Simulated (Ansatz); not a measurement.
# Cs2HgSe2: the cost of one run

Method: DFT, levels as named, plane waves, PAW, in Ansatz 0.2.0.

## 1. The structure to begin with

Symmetry: Pbam, No. 55, orthorhombic system. The conventional cell has a = 8.185 Å, b = 10.330 Å, c = 4.711 Å, α = 90.00°, β = 90.00°, γ = 90.00°. Around Cs (site symmetry m) lie 6 Se at 3.66 to 3.72 Å and 1 Cs at 3.87 Å. Hg (site symmetry 2/m) is surrounded by 2 Se at 2.41 Å. Se (site symmetry m) is surrounded by 1 Hg at 2.41 Å.

Structure file:

```
CELL_PARAMETERS angstrom
8.18490 0.00000 0.00000
0.00000 10.33020 0.00000
0.00000 0.00000 4.71120
ATOMIC_POSITIONS crystal
Cs 0.39222 0.83311 0.50000
Cs 0.60778 0.16689 0.50000
Cs 0.89222 0.66689 0.50000
Cs 0.10778 0.33311 0.50000
Hg 0.50000 0.50000 0.00000
Hg 0.00000 0.00000 0.00000
Se 0.23025 0.59445 0.00000
Se 0.76975 0.40555 0.00000
Se 0.73025 0.90555 0.00000
Se 0.26975 0.09445 0.00000
```

## 2. PBE: cell and atoms

Input file input.yaml:

```yaml
crystal:
  lattice:
    - [8.1849, 0.0, 0.0]
    - [0.0, 10.3302, 0.0]
    - [0.0, 0.0, 4.7112]
  atoms:
    - { symbol: Cs, position: [0.39222, 0.83311, 0.5] }
    - { symbol: Cs, position: [0.60778, 0.16689, 0.5] }
    - { symbol: Cs, position: [0.89222, 0.66689, 0.5] }
    - { symbol: Cs, position: [0.10778, 0.33311, 0.5] }
    - { symbol: Hg, position: [0.5, 0.5, 0.0] }
    - { symbol: Hg, position: [0.0, 0.0, 0.0] }
    - { symbol: Se, position: [0.23025, 0.59445, 0.0] }
    - { symbol: Se, position: [0.76975, 0.40555, 0.0] }
    - { symbol: Se, position: [0.73025, 0.90555, 0.0] }
    - { symbol: Se, position: [0.26975, 0.09445, 0.0] }
  symmetry: { tolerance: 0.0003 }
hamiltonian:
  xc: pbe
  pseudopotentials: { kind: paw, azcp: { folder: soft_1 } }
basis:
  ecutwfc: 420
magnetization:
  spin_polarized: false
scf:
  occupations: { method: fermi_dirac, width: 0.02 }
kpoints:
  mp_grid: { grid: [4, 4, 6], shift: [0, 0, 0] }
output:
  forces: true
  stress: true
  eigenvalues: true
relax:
  max_steps: 60
  cell: {}
```

Run with:

```
$ ansatz run input.yaml --threads 4 --pin off --max-ram 10240MiB --backend cpu --events-out ev --progress --plain --runs-dir out
```

**Question.** How long does this run take on 4 threads of AMD EPYC 9R14 (Zen 4), shared host, and how much memory does it need?

About 90 s, with a peak of 1.8 GiB.
